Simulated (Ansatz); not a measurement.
I need a short molecular-dynamics run of HKO, SMILES [OH][K]. Use Ansatz's Python interface. Settings: BLYP, def2-SVP basis, multiplicity 1, D4 dispersion.

`hko.xyz`
```text
3

O    -0.52340   -0.45150   -0.34380
K     1.47600   -0.12610    0.79690
H    -0.96360    0.51280   -0.46630
```

`hko_md.py`:
```python
# -*- coding: utf-8 -*-
"""A short Born-Oppenheimer trajectory of HKO."""

import warnings

import ansatz as az
import numpy as np

warnings.simplefilter("ignore", az.DeckWarning)

mol = az.Crystal.molecule_from_extxyz("hko.xyz")

setup = mol.calculation()
setup = setup.basis(gaussian="def2-SVP")
setup = setup.functional("blyp", dispersion="d4")
setup = setup.md("nvt_langevin", timestep=1.0, steps=20, temperature=500, initial_velocities="maxwell_boltzmann", seed=22, friction=0.01)
frames = []
setup.session().plan().execute(on_event=lambda e: frames.append(e["data"]) if e["event"] == "md_step" else None)
print("t (fs)   E_pot (eV)      E_kin (eV)   T (K)   d(0-1) (A)")
for f in frames[::2]:
    xyz = np.array(f["positions_ang"])
    print(f"{f['time_fs']:6.2f} {f['lagrangian_ev']:14.5f} {f['e_kin_ev']:10.5f} {f['temperature_k']:8.1f} {np.linalg.norm(xyz[0] - xyz[1]):9.4f}")
print("mean temperature", round(float(np.mean([f["temperature_k"] for f in frames])), 1), "K")
```

```console
$ python hko_md.py
t (fs)   E_pot (eV)      E_kin (eV)   T (K)   d(0-1) (A)
  0.00   -18383.65180    0.12926    333.3    2.3248
  2.00   -18383.78474    0.27677    713.7    2.3186
  4.00   -18383.70885    0.16421    423.5    2.3140
  6.00   -18383.80819    0.23922    616.9    2.3072
  8.00   -18383.76741    0.17515    451.7    2.2991
 10.00   -18383.77041    0.20370    525.3    2.2916
 12.00   -18383.87690    0.25341    653.5    2.2883
 14.00   -18383.80603    0.20631    532.0    2.2827
 16.00   -18383.91997    0.31233    805.4    2.2694
 18.00   -18383.83089    0.21908    565.0    2.2558
 20.00   -18383.94204    0.33054    852.4    2.2478
mean temperature 579.3 K
```

Total energies depend on the basis set; only differences at equal settings carry meaning. The trajectory is only some femtoseconds long, so its temperature is not equilibrated; where the script doesn't relax first, it starts from a rough generated geometry. The printed temperature counts all 3N degrees of freedom under Langevin dynamics, so the first row lies under the target. With hydrogen a step over 0.5 fs is long. Finished in 21 s on 1 thread of Arm Neoverse V2 (shared host), peak memory 0.17 GiB.

(A comment or docstring line of the script was reworded after the run, the code is as it ran; lines on the test bed's own set-up are left out of the output.)
